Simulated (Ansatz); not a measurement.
# 96-atom supercell of baddeleyite HfO2 with displaced atoms, part 2 of 2

Ansatz 0.2.0, PAW. The steps go on from the part before.

**3. PBE0 single point**

in.yaml reads:

```yaml
crystal:
  lattice:
    - [10.192033, 0.000000, -0.028122]
    - [0.000000, 10.353053, 0.000000]
    - [-1.730651, 0.000000, 10.398275]
  atoms:
    - { symbol: Hf, position: [0.145807, 0.008865, 0.106914] }
    - { symbol: Hf, position: [0.134193, 0.029591, 0.602469] }
    - { symbol: Hf, position: [0.140992, 0.509729, 0.102182] }
    - { symbol: Hf, position: [0.131954, 0.528523, 0.606028] }
    - { symbol: Hf, position: [0.647308, 0.012179, 0.095812] }
    - { symbol: Hf, position: [0.633440, 0.015585, 0.595031] }
    - { symbol: Hf, position: [0.643708, 0.521367, 0.104379] }
    - { symbol: Hf, position: [0.651290, 0.526962, 0.596463] }
    - { symbol: Hf, position: [0.354400, 0.264597, 0.149691] }
    - { symbol: Hf, position: [0.354607, 0.272322, 0.641062] }
    - { symbol: Hf, position: [0.359995, 0.761975, 0.140682] }
    - { symbol: Hf, position: [0.360358, 0.769673, 0.648757] }
    - { symbol: Hf, position: [0.865579, 0.272374, 0.145690] }
    - { symbol: Hf, position: [0.843540, 0.274082, 0.640008] }
    - { symbol: Hf, position: [0.858979, 0.766520, 0.139685] }
    - { symbol: Hf, position: [0.869023, 0.771879, 0.645969] }
    - { symbol: Hf, position: [0.361436, 0.482670, 0.398711] }
    - { symbol: Hf, position: [0.360676, 0.477603, 0.892045] }
    - { symbol: Hf, position: [0.368359, 0.978946, 0.399599] }
    - { symbol: Hf, position: [0.369940, 0.987922, 0.893400] }
    - { symbol: Hf, position: [0.854424, 0.481211, 0.388171] }
    - { symbol: Hf, position: [0.862475, 0.475732, 0.893451] }
    - { symbol: Hf, position: [0.857918, 0.975301, 0.402852] }
    - { symbol: Hf, position: [0.853820, 0.974921, 0.889812] }
    - { symbol: Hf, position: [0.137718, 0.218326, 0.355052] }
    - { symbol: Hf, position: [0.140789, 0.233382, 0.851153] }
    - { symbol: Hf, position: [0.142351, 0.720072, 0.354873] }
    - { symbol: Hf, position: [0.143574, 0.733829, 0.850762] }
    - { symbol: Hf, position: [0.636587, 0.215762, 0.359299] }
    - { symbol: Hf, position: [0.639254, 0.224370, 0.864718] }
    - { symbol: Hf, position: [0.636942, 0.731854, 0.346059] }
    - { symbol: Hf, position: [0.646138, 0.726618, 0.852791] }
    - { symbol: O, position: [0.045338, 0.167279, 0.176153] }
    - { symbol: O, position: [0.034131, 0.159682, 0.678139] }
    - { symbol: O, position: [0.031631, 0.660420, 0.162742] }
    - { symbol: O, position: [0.035041, 0.667888, 0.664933] }
    - { symbol: O, position: [0.533526, 0.167658, 0.174273] }
    - { symbol: O, position: [0.538624, 0.157087, 0.667464] }
    - { symbol: O, position: [0.537229, 0.664152, 0.156849] }
    - { symbol: O, position: [0.536328, 0.668762, 0.676335] }
    - { symbol: O, position: [0.463429, 0.411996, 0.078002] }
    - { symbol: O, position: [0.468489, 0.419710, 0.576946] }
    - { symbol: O, position: [0.453384, 0.921626, 0.078574] }
    - { symbol: O, position: [0.465054, 0.920266, 0.578939] }
    - { symbol: O, position: [0.968770, 0.417792, 0.080563] }
    - { symbol: O, position: [0.967375, 0.419463, 0.570983] }
    - { symbol: O, position: [0.962255, 0.921043, 0.071080] }
    - { symbol: O, position: [0.967093, 0.923409, 0.579948] }
    - { symbol: O, position: [0.459976, 0.318006, 0.327523] }
    - { symbol: O, position: [0.473585, 0.338344, 0.838612] }
    - { symbol: O, position: [0.452906, 0.824015, 0.339082] }
    - { symbol: O, position: [0.467183, 0.839073, 0.824620] }
    - { symbol: O, position: [0.971472, 0.333147, 0.326281] }
    - { symbol: O, position: [0.964401, 0.345195, 0.834421] }
    - { symbol: O, position: [0.962188, 0.832437, 0.332849] }
    - { symbol: O, position: [0.965416, 0.837587, 0.827884] }
    - { symbol: O, position: [0.030433, 0.076502, 0.411900] }
    - { symbol: O, position: [0.031080, 0.083972, 0.925910] }
    - { symbol: O, position: [0.033422, 0.584107, 0.414665] }
    - { symbol: O, position: [0.023535, 0.580510, 0.919895] }
    - { symbol: O, position: [0.536544, 0.084151, 0.415494] }
    - { symbol: O, position: [0.537058, 0.075635, 0.915439] }
    - { symbol: O, position: [0.540515, 0.583414, 0.418520] }
    - { symbol: O, position: [0.542202, 0.575696, 0.927415] }
    - { symbol: O, position: [0.225206, 0.384692, 0.239100] }
    - { symbol: O, position: [0.225706, 0.379486, 0.738450] }
    - { symbol: O, position: [0.215965, 0.876600, 0.233167] }
    - { symbol: O, position: [0.221591, 0.888849, 0.744059] }
    - { symbol: O, position: [0.721615, 0.382775, 0.238557] }
    - { symbol: O, position: [0.713954, 0.368873, 0.735886] }
    - { symbol: O, position: [0.729696, 0.885030, 0.237061] }
    - { symbol: O, position: [0.733337, 0.883202, 0.733670] }
    - { symbol: O, position: [0.276695, 0.134475, 0.013950] }
    - { symbol: O, position: [0.270797, 0.128611, 0.509814] }
    - { symbol: O, position: [0.281382, 0.627903, 0.013472] }
    - { symbol: O, position: [0.277649, 0.633278, 0.516138] }
    - { symbol: O, position: [0.770645, 0.126075, 0.010334] }
    - { symbol: O, position: [0.780413, 0.134790, 0.512109] }
    - { symbol: O, position: [0.771133, 0.629417, 0.008513] }
    - { symbol: O, position: [0.777840, 0.628741, 0.513787] }
    - { symbol: O, position: [0.275819, 0.129047, 0.256812] }
    - { symbol: O, position: [0.266770, 0.115710, 0.757083] }
    - { symbol: O, position: [0.270015, 0.613242, 0.256261] }
    - { symbol: O, position: [0.280541, 0.626208, 0.755277] }
    - { symbol: O, position: [0.779403, 0.127202, 0.250051] }
    - { symbol: O, position: [0.775595, 0.112840, 0.763529] }
    - { symbol: O, position: [0.769078, 0.623926, 0.254694] }
    - { symbol: O, position: [0.772271, 0.626762, 0.761814] }
    - { symbol: O, position: [0.227047, 0.365913, 0.500644] }
    - { symbol: O, position: [0.216006, 0.381213, 0.983791] }
    - { symbol: O, position: [0.226165, 0.876445, 0.488440] }
    - { symbol: O, position: [0.226060, 0.874636, 0.994235] }
    - { symbol: O, position: [0.718178, 0.358054, 0.486249] }
    - { symbol: O, position: [0.725721, 0.363776, 0.994841] }
    - { symbol: O, position: [0.721655, 0.884490, 0.499822] }
    - { symbol: O, position: [0.718353, 0.870052, 0.977578] }
  symmetry: { detect: false }
kpoints:
  mp_grid: { grid: [1, 1, 1], shift: [0.25, 0.25, 0.25] }
hamiltonian:
  xc: pbe0
scf:
  occupations: { method: fermi_dirac, width: 0.01 }
output:
  forces: true
  eigenvalues: true
  populations: true
  eigenstates: { kpoints: [[0.25, 0.25, 0.25]], e_range: [-6.0, 6.0], localisation: true }
```

The run is started by

```sh
$ ansatz run in.yaml --threads 4 --pin off --max-ram 61750MiB --runs-dir r --events-out ev --progress --plain --backend cuda --devices 0, --max-vram 37GiB
```

The log of the run:

```text
Pseudopotentials: kind: paw
Functional definition: PBE0
  parameter a = 0.25
  parameter kappa = 0.804
  parameter beta = 0.06672455060314922
  exchange = (1 - a)*pbe_x(kappa = kappa, mu = beta*pi^2/3) + a*exact_x
  correlation = pbe_c(beta = beta)
Crystal: 96 atoms, lattice volume = 1096.708 Å³
Basis set: ecut = 420 eV, 21483 PW (Γ), exchange–correlation on 144×144×144 points (8 copies of the dense FFT grid, shifted against one another)
Bands: 730, of which v1, the nominal top of the filled ones, is band 608 counted from 1 (607 counted from 0)
Symmetry: 1 space group operations
k-points: 1
Non-local potential: Hf, projectors of the file, l = 0: 3, l = 1: 2, l = 2: 2, l = 3: 3
Non-local potential: O, projectors of the file, l = 0: 2, l = 1: 2, l = 2: 1
PAW form: soft (Blöchl's): semilocal exchange-correlation on the pseudo side does not see the compensation charge
PAW frozen core: Hf, regenerated for the run's functional, and the local potential with it (the file was generated under x = pbe(κ = 0.804, μ = 0.2195149727645171), c = pbe(β = 0.06672455060314922))
PAW frozen core: O, regenerated for the run's functional, and the local potential with it (the file was generated under x = pbe(κ = 0.804, μ = 0.2195149727645171), c = pbe(β = 0.06672455060314922))
PAW one-centre angular grid: Hf, 590 points (default); XC on 64 Gauss nodes
PAW one-centre angular grid: O, 110 points (default); XC on 64 Gauss nodes
Initial density: superposition of atomic densities (neutral atoms: chi_scale 0, normalization atom), corrected by the library's trained network
Initial wavefunctions: pseudopotential atomic-orbital guess
Functional: x = pbe(κ = 0.804, μ = 0.2195149727645171), c = pbe(β = 0.06672455060314922), warm-up for x = 0.75 pbe(κ = 0.804, μ = 0.2195149727645171) + 0.25 exact, c = pbe(β = 0.06672455060314922)
SCF iter   1: F=—  HF=-539564.136807 eV  |F-HF|=—  |Δ(HF+E_count)|=         —  Δρ=3.58e-3  dr2=1.01e-1  ethr=1.77e-3  ⟨swp⟩=6.0  Hψ=2889  notcnv=0
preconditioner: auto → none  [insulator: Δε(μ)=3.530 eV  Ē_g=18.108 eV  σ=0.010 eV  W_gap=1.00  n_scr=410 (ndim 8)  ℏωp=38.1 eV  f_vac=0.075  D(μ)=0.00/eV (n_scr^D=0)]
SCF iter   2: F=—  HF=-539564.177064 eV  |F-HF|=—  |Δ(HF+E_count)|=   4.03e-2  Δρ=2.35e-3  dr2=6.83e-2  ethr=8.30e-6  ⟨swp⟩=10.0  Hψ=2682  notcnv=0  defer=3
SCF iter   3: F=—  HF=-539564.165476 eV  |F-HF|=—  |Δ(HF+E_count)|=   1.16e-2  Δρ=1.21e-3  dr2=8.38e-3  ethr=5.62e-6  ⟨swp⟩=8.0  Hψ=1996  notcnv=0  defer=16
SCF iter   4: F=—  HF=-539564.168635 eV  |F-HF|=—  |Δ(HF+E_count)|=   3.16e-3  Δρ=5.33e-4  dr2=2.08e-3  ethr=6.89e-7  ⟨swp⟩=16.0  Hψ=2011  notcnv=0  defer=4
iter 5 solved again at ethr=1.13e-8 eV; its pass at ethr=1.71e-7 eV (dr2=1.38e-4 eV) is discarded
SCF iter   5: F=-539564.169163 eV  HF=-539564.169130 eV  |F-HF|=3.28e-5  |Δ(HF+E_count)|=   4.96e-4  Δρ=1.48e-4  dr2=1.42e-4  ethr=1.13e-8  ⟨swp⟩=7.0  Hψ=3403  notcnv=0  defer=3
SCF 1 stopped early in 5 iterations: F = -539564.169163 eV  dr2 = 1.42e-4
Initial density: handed on by an earlier stage of this run
Initial wavefunctions: those handed on with the density
Functional: x = 0.75 pbe(κ = 0.804, μ = 0.2195149727645171) + 0.25 exact, c = pbe(β = 0.06672455060314922)
Exchange kernel: α = 0.2500, full range, Wigner–Seitz truncation, v(0) = 3648.9120 eV·Å³, q-mesh 1×1×1, nearest image of the exchange supercell L = 10.19 Å, pair-density grid 50×50×50, without the augmentation charges, whose exchange is taken in its separable form (sized by the pseudopotential files, 72×72×72 at the most)
Frozen-core exchange: fock
SCF iter   1: F=—  HF=-539503.108094 eV  |F-HF|=—  |Δ(HF+E_count)|=         —  Δρ=1.10e-2  dr2=1.60e0  ethr=1.17e-7  ⟨swp⟩=7.0  Hψ=3998  notcnv=0
preconditioner: auto → none  [insulator: Δε(μ)=6.116 eV  Ē_g=22.355 eV  σ=0.010 eV  W_gap=1.00  n_scr=410 (ndim 8)  ℏωp=38.1 eV  f_vac=0.077  D(μ)=0.00/eV (n_scr^D=0)]
SCF iter   2: F=—  HF=-539501.429363 eV  |F-HF|=—  |Δ(HF+E_count)|=    1.68e0  Δρ=7.71e-3  dr2=4.50e-1  ethr=1.17e-7  ⟨swp⟩=6.0  Hψ=3750  notcnv=0
SCF iter   3: F=—  HF=-539501.323248 eV  |F-HF|=—  |Δ(HF+E_count)|=   1.06e-1  Δρ=2.43e-3  dr2=1.54e-1  ethr=1.17e-7  ⟨swp⟩=6.0  Hψ=3294  notcnv=0
SCF iter   4: F=—  HF=-539502.116503 eV  |F-HF|=—  |Δ(HF+E_count)|=   7.93e-1  Δρ=2.19e-3  dr2=6.33e-2  ethr=1.17e-7  ⟨swp⟩=5.0  Hψ=3412  notcnv=0
SCF iter   5: F=—  HF=-539502.085233 eV  |F-HF|=—  |Δ(HF+E_count)|=   3.13e-2  Δρ=7.97e-4  dr2=8.70e-3  ethr=1.17e-7  ⟨swp⟩=5.0  Hψ=3008  notcnv=0
SCF iter   6: F=—  HF=-539502.083589 eV  |F-HF|=—  |Δ(HF+E_count)|=   1.64e-3  Δρ=2.37e-4  dr2=1.91e-3  ethr=1.17e-7  ⟨swp⟩=5.0  Hψ=2341  notcnv=0
SCF iter   7: F=—  HF=-539502.096918 eV  |F-HF|=—  |Δ(HF+E_count)|=   1.33e-2  Δρ=3.43e-4  dr2=1.45e-3  ethr=2.29e-8  ⟨swp⟩=5.0  Hψ=2789  notcnv=0
SCF iter   8: F=-539502.096350 eV  HF=-539502.096470 eV  |F-HF|=1.20e-4  |Δ(HF+E_count)|=   4.48e-4  Δρ=1.03e-4  dr2=1.64e-4  ethr=2.29e-8  ⟨swp⟩=4.0  Hψ=2070  notcnv=0
SCF 2 stopped early in 8 iterations: F = -539502.096350 eV  dr2 = 1.64e-4
  Residual-converged pass: ⟨swp⟩=4.0  Hψ=2137  notcnv=0  max |occ|·‖R‖ = 4.2e-6 eV (tolerance 6.7e-6 eV)  dr2=1.67e-4  dr2_onsite=1.18e-5  max |Δocc| = 0.0e0
hybrid outer 1: dexx = +7.926e-1 eV, tail = 1.82e-2 eV
SCF iter   1: F=—  HF=-539502.067316 eV  |F-HF|=—  |Δ(HF+E_count)|=         —  Δρ=1.23e-4  dr2=8.29e-5  ethr=7.50e-6  ⟨swp⟩=5.0  Hψ=1496  notcnv=0
preconditioner: auto → none  [insulator: Δε(μ)=5.820 eV  Ē_g=22.111 eV  σ=0.010 eV  W_gap=1.00  n_scr=410 (ndim 8)  ℏωp=38.1 eV  f_vac=0.081  D(μ)=0.00/eV (n_scr^D=0)]
SCF iter   2: F=—  HF=-539502.067491 eV  |F-HF|=—  |Δ(HF+E_count)|=   1.76e-4  Δρ=7.04e-5  dr2=3.75e-5  ethr=5.85e-9  ⟨swp⟩=5.0  Hψ=2790  notcnv=0
SCF iter   3: F=—  HF=-539502.067487 eV  |F-HF|=—  |Δ(HF+E_count)|=   4.47e-6  Δρ=2.72e-5  dr2=2.96e-6  ethr=2.78e-9  ⟨swp⟩=4.0  Hψ=1532  notcnv=0
SCF iter   4: F=—  HF=-539502.067499 eV  |F-HF|=—  |Δ(HF+E_count)|=   1.20e-5  Δρ=1.45e-5  dr2=1.20e-6  ethr=1.59e-10  ⟨swp⟩=7.0  Hψ=2437  notcnv=0  defer=1
SCF iter   5: F=-539502.067498 eV  HF=-539502.067499 eV  |F-HF|=1.51e-7  |Δ(HF+E_count)|=   2.81e-7  Δρ=3.63e-6  dr2=1.98e-7  ethr=9.59e-11  ⟨swp⟩=4.0  Hψ=1800  notcnv=0
SCF 3 stopped early in 5 iterations: F = -539502.067498 eV  dr2 = 1.98e-7
  Residual-converged pass: ⟨swp⟩=3.0  Hψ=1369  notcnv=0  max |occ|·‖R‖ = 6.4e-6 eV (tolerance 6.7e-6 eV)  dr2=2.03e-7  dr2_onsite=1.61e-8  max |Δocc| = 0.0e0
[... from here the SCF cycle lines were not kept, up to the last twenty ...]
hybrid outer 2: dexx = +9.141e-5 eV, tail = 2.72e-6 eV, Δε = 1.15e-2 eV (about 3.60e-4 eV left of the loop's levels), ΔF = 1.49e-2 eV/Å (tail 3.04e-3)
SCF iter   1: F=—  HF=-539502.067496 eV  |F-HF|=—  |Δ(HF+E_count)|=         —  Δρ=4.41e-6  dr2=1.36e-7  ethr=1.12e-9  ⟨swp⟩=17.0  Hψ=2014  notcnv=0
preconditioner: auto → none  [insulator: Δε(μ)=5.821 eV  Ē_g=22.113 eV  σ=0.010 eV  W_gap=1.00  n_scr=410 (ndim 8)  ℏωp=38.1 eV  f_vac=0.081  D(μ)=0.00/eV (n_scr^D=0)]
SCF iter   2: F=—  HF=-539502.067496 eV  |F-HF|=—  |Δ(HF+E_count)|=   3.91e-8  Δρ=1.35e-6  dr2=1.51e-8  ethr=2.09e-11 (applied; sched 9.75e-12)  ⟨swp⟩=4.0  Hψ=1837  notcnv=0
SCF iter   3: F=—  HF=-539502.067496 eV  |F-HF|=—  |Δ(HF+E_count)|=   6.44e-8  Δρ=1.03e-6  dr2=1.21e-8  ethr=8.32e-12 (applied; sched 1.00e-12)  ⟨swp⟩=11.0  Hψ=1493  notcnv=0
SCF iter   4: F=-539502.067496 eV  HF=-539502.067496 eV  |F-HF|=1.16e-10  |Δ(HF+E_count)|=   3.49e-9  Δρ=2.16e-7  dr2=5.60e-10  ethr=8.36e-12 (applied; sched 1.00e-12)  ⟨swp⟩=5.0  Hψ=1360  notcnv=0
SCF 4 converged in 4 iterations: F = -539502.067496 eV  dr2 = 5.60e-10
  Residual-converged pass: ⟨swp⟩=3.0  Hψ=1451  notcnv=0  max |occ|·‖R‖ = 2.3e-6 eV (tolerance 2.5e-6 eV)  dr2=7.24e-10  dr2_onsite=5.57e-11  max |Δocc| = 0.0e0
hybrid outer 3: dexx = +7.609e-8 eV, tail = 6.43e-9 eV, Δε = 2.05e-4 eV (about 1.47e-5 eV left of the loop's levels), ΔF = 4.50e-4 eV/Å (tail 1.66e-4)
NSCF: frozen V_eff on 1 k-points
hybrid SCF converged: 3 outer / 17 inner (+5 warm-up), last move |dexx| = 7.61e-8 eV, tail = 6.43e-9 eV
Stability not checked: this state was not tested for a lower state beside it, because the functional holds exact exchange (a hybrid, or Hartree-Fock), whose exchange loop this test does not read (fock_operator; see scf.lower_state_search)
Free energy (F): -539502.067496 eV
Harris-Foulkes:  -539502.067496 eV  (|F-HF|=1.16e-10)
Internal energy: -539502.067496 eV  (E = F + TS)
E sigma→0 (E₀):  -539502.067496 eV
Fermi energy:    16.229877 eV
--- Per-component energies (eV) ---
  E_band       = -3361.199591
  E_kinetic    = 24710.077943
  E_local      = -196590.113774  (includes V_loc(G=0)·N_el)
  E_nonlocal   = -37220.323356
  E_hartree    = 89994.276309
  E_xc         = -11005.453044
  E_vxc        = -11201.872350  (∫ρ·V_xc dr)
  E_exx        = -5457.605034  (= α·E_x^exact, valence–valence)
  E_paw        = -229176.845331  (= ΣΔE_a)
  E_vpaw       = 47867.528104  (= ΣTr[D̂ρ^β])
  E_aug_tail   = 0.158215  (compensation charges beyond the density's cutoff)
  E_ewald      = -174790.209618
  E_core_change = 33.970166  (= ΣΔE_core)
  E_smearing   = -0.000000  (= −TS)
  E_closure    = 0.000027  (closes the sum)
  Σ components = -539502.067496   (vs F -539502.067496, Δ=1.16e-10)
--- Forces (eV/Å), atoms counted from 1 ---
  atom   1  Hf    -2.07122483     3.01185958    -1.99499130
  atom   2  Hf     0.54381014    -1.76344986     0.09196564
[... 2 atoms left out ...]
  atom   5  Hf    -2.54627897     2.31739283     1.76573003
  atom   6  Hf     0.42945641     1.70263233     3.84990820
[... 1 atom left out ...]
  atom   8  Hf    -4.41017792    -1.73097343     2.30049660
[... 5 atoms left out ...]
  atom  14  Hf     2.82939066    -1.03038838     2.11996255
[... 14 atoms left out ...]
  atom  29  Hf     1.08253571     3.50143411    -4.36108424
[... 31 atoms left out ...]
  atom  61  O     -1.52362289    -2.92377214     1.30417966
[... 33 atoms left out ...]
  atom  95  O      0.96069846    -3.45667060    -3.00128331
[... 1 atom left out ...]
  max |Σ_I F_I| component: 1.93e-4 eV/Å
--- Band table (eV) ---
  k-point 0: bands = [... 596 lower levels ..., "12.5224", "12.5644", "12.5915", "12.6659", "12.6918", "12.7599", "12.8057", "12.8818", "12.9419", "13.0190", "13.2840", "13.3193", "19.1402", "19.2244", "19.3846", "19.4599", "19.5697", "19.7446", "19.7980", "19.9243", "19.9378", "19.9669", "20.0311", "20.0718", ... 110 higher levels ...]
--- Löwdin populations: 96 sites ---
  site symbol       q [e]
     0     Hf     24.4487
     1     Hf     24.4841
[... 94 atoms left out ...]
  spilling = 0.002804 (of n_electrons = 1216.000000)
```

It took 2.6 min on 1 × NVIDIA H100 80GB HBM3 with 4 threads of AMD EPYC 7R13, shared host; peak host memory 4.5 GiB.

At the single k point (¼, ¼, ¼) the filled levels end at 13.319 eV and the empty ones begin at 19.140 eV, a spacing of 5.82 eV.

The states next to the gap (eigenstates.tsv), from the top filled level:

```csv
level (eV),spin,filling,atoms sharing it,main element,its share,largest atom
-0.38,both,2.00,15.3,O,0.95,O49 (0.14)
-0.30,both,2.00,8.7,O,0.94,O58 (0.31)
-0.04,both,2.00,4.1,O,0.96,O58 (0.47)
0.00,both,2.00,4.7,O,0.97,O41 (0.37)
5.82,both,0.00,19.5,Hf,0.59,Hf31 (0.18)
5.91,both,0.00,12.6,Hf,0.60,Hf31 (0.24)
6.07,both,0.00,20.6,Hf,0.59,Hf28 (0.17)
6.14,both,0.00,22.4,Hf,0.59,Hf31 (0.14)
```

Root-mean-square force by element: Hf 3.12, O 2.00 eV/Å; the largest is 5.70 eV/Å.

Against PBEsol, the force components have a slope of 1.081 and differ by 0.128 eV/Å rms.

**4. What came out**

What follows sums up all 2 parts.

| level | time | top filled to lowest empty (eV) | pressure (GPa) | force change (eV/Å rms) |
| --- | --- | --- | --- | --- |
| PBEsol | 35 s (GPU) | 3.46 | 2.77 | 0 |
| PBE0 | 2.6 min (GPU) | 5.82 | - | 0.128 |

**In words.** At the same k points, PBEsol gives a spacing 2.36 eV smaller than the 5.82 eV of PBE0. The PBE0 single point took about 4.5 times as long as the PBEsol one on the same kind of device. PBE0 forces are 8 % stiffer than those of PBEsol by the slope, and differ by 0.13 eV/Å rms. With one k point the spacing samples only the states that fold onto it, so it can exceed the gap over the zone.
